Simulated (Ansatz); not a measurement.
Born–Oppenheimer molecular dynamics of a periodic cell of 36 atoms, Be (start crystal Be, start structure hcp, volume 1.15 times the crystal's). It starts from a structure without forces on its atoms.

Level of theory: DFT LDA, scalar-relativistic, plane waves, PAW (Ansatz 0.2.0). Settings: cutoff 420 eV, k mesh 2x2x2, fermi-dirac smearing 0.36 eV, no spin polarisation.

| Item | Value |
| --- | --- |
| ensemble | NVT, Langevin thermostat |
| time step | 0.75 fs |
| steps asked | 140 |
| set temperature | 4200 K |
| friction | 0.02 /fs |
| seed | 164773 |

Frames 7.5 fs apart, positions in Å.

Velocities at 30.0 fs (Å/ps):

```
Be 30.39 -17.76 -10.85
Be 2.09 7.35 -16.97
Be 5.41 9.45 10.93
Be 11.17 -30.13 -6.85
Be -11.41 16.29 -1.71
Be 0.58 18.82 -28.75
Be -10.19 19.41 -26.16
Be -26.35 26.82 24.39
Be -3.48 0.34 -1.03
Be -20.37 -4.54 20.93
Be -30.81 20.27 21.71
Be 3.05 4.42 -12.29
Be -18.21 14.92 -23.50
Be -18.09 12.00 5.98
Be -18.02 30.61 7.03
Be -18.43 2.86 -38.52
Be 23.07 5.75 13.58
Be 25.98 12.70 -4.99
Be 19.58 6.41 19.98
Be -14.76 14.13 7.58
Be 4.86 -26.67 -2.67
Be -8.85 -18.53 25.98
Be 34.99 -0.65 -11.30
Be 8.01 2.97 -11.75
Be 20.19 11.75 -32.59
Be 18.53 15.52 1.53
Be 12.79 1.58 4.81
Be 19.78 -2.21 -18.33
Be -8.89 15.46 -18.75
Be -27.24 33.70 -34.29
Be -0.69 5.23 5.90
Be 4.07 -3.38 -28.33
Be 14.12 -3.51 -19.06
Be -24.98 -4.93 -21.89
Be -2.84 -4.94 1.91
Be 5.24 12.82 13.74
```

```xyz
36
Lattice="7.1976 0.0000 0.0000 -3.5988 6.2333 0.0000 0.0000 0.0000 7.5191" Properties=species:S:1:pos:R:3 time_fs=30.0 energy_less_start_eV=13.006 T=3170
Be 0.145 -0.055 -0.396
Be 0.089 1.353 1.516
Be -0.039 -0.296 3.647
Be -0.163 1.390 5.779
Be -1.487 2.378 0.037
Be -1.226 3.896 1.795
Be -1.009 2.112 3.923
Be -1.848 3.855 5.792
Be -2.411 4.678 0.192
Be -2.592 5.808 2.039
Be -2.292 4.153 3.699
Be -2.558 5.641 5.519
Be 2.548 0.110 -0.004
Be 2.489 1.736 1.514
Be 2.039 -0.117 3.940
Be 2.504 0.910 5.879
Be 1.155 1.758 -0.197
Be 1.100 3.483 1.563
Be 1.344 2.107 3.258
Be 1.590 3.736 5.208
Be -0.389 3.936 0.106
Be 0.121 5.952 1.734
Be 0.140 4.432 3.852
Be 0.321 5.510 5.832
Be 5.260 0.320 -0.247
Be 5.351 1.403 2.136
Be 4.964 -0.149 3.589
Be 4.632 1.579 5.741
Be 3.423 2.476 -0.222
Be 2.946 3.807 1.111
Be 3.377 1.126 3.969
Be 3.657 3.488 4.785
Be 1.827 4.668 -0.375
Be 2.445 5.579 1.437
Be 2.572 4.101 3.192
Be 2.144 5.610 5.539
36
Lattice="7.1976 0.0000 0.0000 -3.5988 6.2333 0.0000 0.0000 0.0000 7.5191" Properties=species:S:1:pos:R:3 time_fs=37.5 energy_less_start_eV=15.732 T=2408
Be 0.312 -0.126 -0.434
Be 0.151 1.447 1.403
Be -0.042 -0.220 3.714
Be -0.130 1.236 5.742
Be -1.608 2.439 0.033
Be -1.273 3.963 1.672
Be -1.084 2.296 3.771
Be -2.026 3.981 6.015
Be -2.396 4.652 0.142
Be -2.685 5.881 2.077
Be -2.373 4.271 3.831
Be -2.514 5.622 5.467
Be 2.423 0.263 -0.098
Be 2.348 1.796 1.548
Be 1.910 -0.006 3.971
Be 2.372 1.009 5.602
Be 1.298 1.829 -0.175
Be 1.267 3.586 1.486
Be 1.406 2.191 3.392
Be 1.415 3.805 5.179
Be -0.247 3.752 0.085
Be 0.001 5.901 1.945
Be 0.261 4.391 3.697
Be 0.263 5.537 5.752
Be 5.366 0.451 -0.388
Be 5.428 1.561 2.112
Be 5.061 -0.154 3.589
Be 4.748 1.552 5.587
Be 3.380 2.509 -0.383
Be 2.860 4.030 0.791
Be 3.408 1.225 4.006
Be 3.706 3.364 4.679
Be 1.923 4.606 -0.546
Be 2.309 5.646 1.298
Be 2.624 4.143 3.213
Be 2.259 5.677 5.580
36
Lattice="7.1976 0.0000 0.0000 -3.5988 6.2333 0.0000 0.0000 0.0000 7.5191" Properties=species:S:1:pos:R:3 time_fs=45.0 energy_less_start_eV=14.725 T=3085
Be 0.366 -0.089 -0.449
Be 0.153 1.585 1.234
Be -0.148 -0.114 3.862
Be -0.078 1.130 5.665
Be -1.739 2.517 0.056
Be -1.458 4.012 1.606
Be -1.105 2.463 3.663
Be -2.068 3.981 6.199
Be -2.207 4.509 0.192
Be -2.699 5.910 2.038
Be -2.312 4.426 3.864
Be -2.574 5.663 5.385
Be 2.361 0.344 -0.126
Be 2.232 1.754 1.654
Be 1.941 0.095 3.914
Be 2.249 1.185 5.398
Be 1.353 2.020 -0.276
Be 1.223 3.678 1.412
Be 1.405 2.348 3.501
Be 1.211 3.825 5.173
Be -0.044 3.721 -0.007
Be -0.017 5.975 2.241
Be 0.152 4.325 3.434
Be 0.106 5.584 5.660
Be 5.396 0.532 -0.385
Be 5.368 1.554 2.029
Be 5.111 -0.090 3.645
Be 4.824 1.477 5.389
Be 3.344 2.432 -0.609
Be 2.937 4.043 0.561
Be 3.470 1.419 3.950
Be 3.532 3.086 4.780
Be 1.843 4.568 -0.641
Be 2.127 5.789 1.414
Be 2.684 4.318 3.167
Be 2.490 5.709 5.481
36
Lattice="7.1976 0.0000 0.0000 -3.5988 6.2333 0.0000 0.0000 0.0000 7.5191" Properties=species:S:1:pos:R:3 time_fs=52.5 energy_less_start_eV=14.060 T=3492
Be 0.303 -0.030 -0.272
Be 0.153 1.812 0.964
Be -0.156 0.048 3.871
Be -0.109 1.194 5.608
Be -1.757 2.668 0.067
Be -1.534 4.045 1.747
Be -1.086 2.660 3.516
Be -2.063 3.844 6.069
Be -2.142 4.449 0.264
Be -2.650 5.835 1.847
Be -2.312 4.604 3.832
Be -2.611 5.601 5.325
Be 2.390 0.342 -0.186
Be 2.148 1.683 1.776
Be 2.038 0.252 3.718
Be 2.090 1.505 5.311
Be 1.407 2.295 -0.375
Be 1.120 3.697 1.492
Be 1.451 2.504 3.611
Be 1.067 3.796 5.314
Be 0.028 3.800 -0.219
Be -0.083 6.094 2.443
Be -0.048 4.252 3.111
Be -0.056 5.568 5.584
Be 5.535 0.601 -0.315
Be 5.132 1.509 1.908
Be 5.028 -0.032 3.697
Be 4.888 1.436 5.266
Be 3.408 2.343 -0.756
Be 3.127 3.995 0.521
Be 3.534 1.592 3.812
Be 3.318 2.978 4.913
Be 1.677 4.624 -0.741
Be 1.972 5.857 1.430
Be 2.638 4.441 3.091
Be 2.630 5.780 5.317
36
Lattice="7.1976 0.0000 0.0000 -3.5988 6.2333 0.0000 0.0000 0.0000 7.5191" Properties=species:S:1:pos:R:3 time_fs=60.0 energy_less_start_eV=14.601 T=3423
Be 0.282 -0.003 -0.047
Be 0.124 1.976 0.806
Be -0.073 0.165 3.670
Be -0.141 1.414 5.592
Be -1.726 2.749 0.179
Be -1.459 4.058 2.027
Be -1.175 2.853 3.354
Be -2.003 3.572 5.741
Be -2.058 4.605 0.144
Be -2.528 5.886 1.647
Be -2.443 4.676 3.646
Be -2.606 5.601 5.310
Be 2.425 0.379 -0.276
Be 2.132 1.593 1.876
Be 2.011 0.437 3.477
Be 1.873 1.631 5.271
Be 1.494 2.549 -0.454
Be 1.157 3.682 1.564
Be 1.505 2.624 3.619
Be 1.073 3.685 5.374
Be -0.135 3.836 -0.415
Be -0.150 6.224 2.435
Be -0.191 4.175 2.948
Be -0.120 5.532 5.452
Be 5.704 0.680 -0.217
Be 4.814 1.499 1.788
Be 4.897 0.116 3.751
Be 4.874 1.443 5.205
Be 3.590 2.275 -0.763
Be 3.383 3.947 0.649
Be 3.643 1.674 3.593
Be 3.081 3.122 5.008
Be 1.558 4.816 -0.922
Be 1.982 5.818 1.413
Be 2.514 4.390 2.870
Be 2.674 5.806 5.183
36
Lattice="7.1976 0.0000 0.0000 -3.5988 6.2333 0.0000 0.0000 0.0000 7.5191" Properties=species:S:1:pos:R:3 time_fs=67.5 energy_less_start_eV=14.016 T=4125
Be 0.286 -0.073 -0.028
Be -0.060 2.022 0.726
Be 0.059 0.231 3.505
Be -0.210 1.656 5.657
Be -1.794 2.728 0.330
Be -1.391 4.031 1.867
Be -1.305 2.849 3.312
Be -1.905 3.252 5.413
Be -1.957 4.832 -0.058
Be -2.317 6.022 1.563
Be -2.660 4.654 3.632
Be -2.621 5.709 5.412
Be 2.511 0.399 -0.324
Be 2.220 1.511 1.881
Be 1.878 0.457 3.313
Be 1.738 1.556 5.202
Be 1.651 2.783 -0.533
Be 1.306 3.661 1.527
Be 1.530 2.856 3.536
Be 1.072 3.594 5.346
Be -0.428 3.825 -0.499
Be -0.182 6.302 2.300
Be -0.041 4.381 3.102
Be -0.128 5.562 5.417
Be 5.874 0.821 -0.210
Be 4.643 1.572 1.594
Be 4.891 0.334 3.641
Be 4.815 1.427 5.290
Be 3.789 2.108 -0.662
Be 3.529 3.940 0.885
Be 3.632 1.772 3.373
Be 2.840 3.337 4.977
Be 1.453 5.175 -0.932
Be 1.957 5.688 1.364
Be 2.439 4.372 2.685
Be 2.634 5.809 5.156
```

Of the whole run (105 fs, mean temperature of the second half 3786 K): A run of 0.1 ps of so small a system gives no equilibrium averages. Limits of this set-up: coarse k mesh.

Run time: 9 min on 1 thread of Intel(R) Xeon(R) 6975P-C (Granite Rapids), with other jobs on the host, peak memory 0.7 GiB.
